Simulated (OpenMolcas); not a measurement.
# CCSD/ANO-RCC-VDZP (DKH8) run of BH2TeCl (SMILES ClB[TeH])

Aim: the vertical electron affinity of BH2TeCl at CCSD/ANO-RCC-VDZP (DKH8), from 2 runs. 

The calculation is run with OpenMolcas 26.06.

3 further runs of the same task are left out: 1 for a known fault of the program, 2 set aside as unsound or not needed.

### Step 1. Starting point

BH2TeCl has 5 atoms, charge 0, and is taken as a singlet. As SMILES, `ClB[TeH]`. The shape comes from GFN2-xTB, which is rough for such elements, and wasn't checked as a minimum. This is one conformer, not always the lowest.

Bond lengths: Cl1–B2 1.705 Å, B2–Te3 2.112 Å, B2–H4 1.168 Å, Te3–H5 1.640 Å. Angles: Cl1–B2–Te3 119.2°, Cl1–B2–H4 118.1°, Te3–B2–H4 122.7°, B2–Te3–H5 94.0°.

### Step 2. The energy at CCSD/ANO-RCC-VDZP (DKH8)

mol.input reads:

```
&gateway
coord
5
angstrom
Cl      -1.063660      -1.895100      -0.441080
B       -0.487640      -0.305390      -0.225700
Te       1.395130      -0.006160       0.683590
H       -1.158950       0.577980      -0.592230
H        1.315120       1.628660       0.575410
basis
ANO-RCC-VDZP
group
NoSym
&seward
relativistic
R08O02
expert
&scf
prorbitals
1
&rasscf
fileorb
$Project.ScfOrb
spin
1
nactel
0 0 0
inactive
38
ras2
0
outorbitals
Canonical
orblisting
Few
&motra
jobiph
frozen
24
&ccsdt
ccsd
iterations
50
extrapolation
5 4
```

The run is started by

```
$ export MOLCAS_MEM=1860
$ pymolcas mol.input > mol.log
```

Log:

```text
--- Start Module: gateway ---
[...]
--- Stop Module: gateway /rc=_RC_ALL_IS_WELL_ ---
[...]
 ###    WARNING:  EXPERT option is ON!                                       ###
 ###############################################################################
               SEWARD will generate:
[...]
      Basis functions           85
[...]
       Convergence after  12 Iterations
[...]
::    Total SCF energy                              -7277.8569316156
[...]
      Total spin, S                                     0.0000000000
[...]
      Number of active orbitals                  0
[...]
      Spin quantum number                      0.0
[...]
      Active orbitals                            0
[...]
      Number of CSFs                             1
[...]
      Number of root(s) required                 1
[...]
      Convergence after  4 iterations
[...]
      Natural orbitals and occupation numbers for root  1
      ************************************************************************************************************************
      *                                                    Final results                                                     *
      ************************************************************************************************************************
[...]
::    RASSCF root number  1 Total energy:  -7277.85693162
[...]
      Total electronic charge=   76.000000
      Total            charge=   -0.000000
[...]
      Dipole Moment (debye):
      Origin of the operator (angstrom)=    0.7804   -0.3834    0.3984
                   X=  7.7824E-02               Y=  9.3416E-01               Z= -1.0033E-03           Total=  9.3740E-01
      Quadrupole Moment (debye*angstrom):
[...]
--- Start Module: motra ---
[...]
      *** WARNING: Default frozen orbitals is overwritten by user input.
      *** Default values:  24
[...]
--- Stop Module: motra /rc=_RC_ALL_IS_WELL_ ---
--- Start Module: ccsdt ---
[...]
      Convergence after                    16  Iterations
      Total energy (diff) :   -7278.52908028       0.00000005
[...]
--- Stop Module: ccsdt /rc=_RC_ALL_IS_WELL_ ---
[...]
```

It took 34 s on 1 thread of Arm Neoverse V2, shared host; peak memory 0.51 GiB.

### Step 3. The doublet anion at the same level

mol.input reads:

```
>>> EXPORT MOLCAS_PRINT=2

&GATEWAY
  Coord
  5
  angstrom
  Cl      -1.063660      -1.895100      -0.441080
  B       -0.487640      -0.305390      -0.225700
  Te       1.395130      -0.006160       0.683590
  H       -1.158950       0.577980      -0.592230
  H        1.315120       1.628660       0.575410
  Basis=ANO-RCC-VDZP
  Group=NoSym

&SEWARD
  Relativistic=R08O02
  Expert

&SCF
  UHF
  Charge=-1
  Spin=2
  PrOrbitals=1

&RASSCF
  FileOrb=$Project.UnaOrb
  Spin=2
  Nactel=1 0 0
  Inactive=38
  Ras2=1
  OutOrbitals=Canonical
  OrbListing=Few

&MOTRA
  JobIph
  Frozen=24

&CCSDT
  CCSD
  Iterations=50
  Extrapolation=5 4
```

The run is started by

```
$ export MOLCAS_MEM=1860
$ pymolcas mol.input > mol.log
```

Log:

```text
--- Start Module: gateway ---
[...]
--- Stop Module: gateway /rc=_RC_ALL_IS_WELL_ ---
[...]
 ###    WARNING:  EXPERT option is ON!                                       ###
 ###############################################################################
               SEWARD will generate:
[...]
      Basis functions           85
[...]
       Convergence after  18 Iterations
[...]
::    Total SCF energy                              -7277.8225399804
[...]
      Total spin, S                                     0.5085560180
[...]
      Number of active orbitals                  1
[...]
      Spin quantum number                      0.5
[...]
      Active orbitals                            1
[...]
      Number of CSFs                             1
[...]
      Number of root(s) required                 1
[...]
      Convergence after  7 iterations
[...]
      printout of CI-coefficients larger than  0.05 for root  1
      energy=   -7277.818137
      conf/sym  1     Coeff  Weight
             1  u   1.00000 1.00000
      Natural orbitals and occupation numbers for root  1
      sym 1:   1.000000
      ************************************************************************************************************************
      *                                                    Final results                                                     *
[...]
::    RASSCF root number  1 Total energy:  -7277.81813661
[...]
      Total electronic charge=   77.000000
      Total            charge=   -1.000000
[...]
      Dipole Moment (debye):
      Origin of the operator (angstrom)=    0.7804   -0.3834    0.3984
                   X=  3.5457E+00               Y=  1.0175E+00               Z=  1.6930E+00           Total=  4.0588E+00
      Center of Charge (angstrom)
[...]
--- Start Module: motra ---
[...]
      *** WARNING: Default frozen orbitals is overwritten by user input.
      *** Default values:  24
[...]
--- Stop Module: motra /rc=_RC_ALL_IS_WELL_ ---
--- Start Module: ccsdt ---
[...]
      Convergence after                    14  Iterations
      Total energy (diff) :   -7278.50422948      -0.00000007
[...]
--- Stop Module: ccsdt /rc=_RC_ALL_IS_WELL_ ---
[...]
```

Run time: 40 s. Hardware: 1 thread of Arm Neoverse V2, shared host; peak memory 0.51 GiB.

### Step 4. What came out

At CCSD/ANO-RCC-VDZP (DKH8), 24 core orbitals frozen:

| quantity | value |
| --- | --- |
| singlet BH2TeCl: total energy | -7278.52908 Eh |
| singlet BH2TeCl: dipole moment (mean-field density) | 0.94 D |
| singlet BH2TeCl: HOMO energy (Hartree–Fock orbitals) | -9.19 eV |
| singlet BH2TeCl: LUMO energy (Hartree–Fock orbitals) | 2.11 eV |
| singlet BH2TeCl: HOMO–LUMO gap (Hartree–Fock orbitals) | 11.31 eV |
| singlet BH2TeCl: correlation energy (24 core orbitals frozen) | -672.1 mEh |
| doublet anion: total energy | -7278.50423 Eh |
| vertical electron affinity (to the doublet anion) | -0.676 eV |

What this shows: The anion lies 0.68 eV (15.6 kcal/mol) above the neutral: the electron isn't bound at this level, and such a value depends on the basis. Without diffuse functions anions come out too high.
